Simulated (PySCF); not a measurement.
# Cl3H4NSiSn ((Cl)3Sn-NH-SiH3): the cost of one run

Computed with PySCF 2.14.0 and routines of our own; the level stands in each step. Atoms count from 0.

## 1. The starting structure

10 atoms, charge 0, multiplicity 1; geometry from: GFN2-xTB.

## 2. Relaxing the molecule at PBE0-D3(BJ)/def2-SVP

What the job is given:

```
{"job": {"xc": "PBE0", "basis": "def2-SVP", "d3": "d3bj", "grid": 1, "maxiter": 30, "shake": 0.03, "kind": "geom"}, "charge": 0, "multiplicity": 1}
Sn     1.158880     0.411510    -1.078770
Cl     2.813180    -0.733020    -2.022240
Cl    -0.312250     1.269400    -2.834780
Cl     2.064970     2.304000     0.015370
N      0.101190    -0.771730     0.184140
Si    -1.215930    -0.287180     1.259310
H      0.020880    -1.661420    -0.222530
H     -0.643450     0.812850     2.059070
H     -1.443300    -1.518680     2.073680
H     -2.419520     0.097510     0.571170
```

Run with:

```console
OMP_NUM_THREADS=1 python heavy_run.py task.json out
```

The driver reads the jobs from task.json and runs them one after another.

Q: Estimate the wall time and peak memory of this first job on 1 thread of Intel Xeon Platinum 8375C at 2.90GHz, shared host.

About 2.5 min, with a peak of 0.51 GiB.
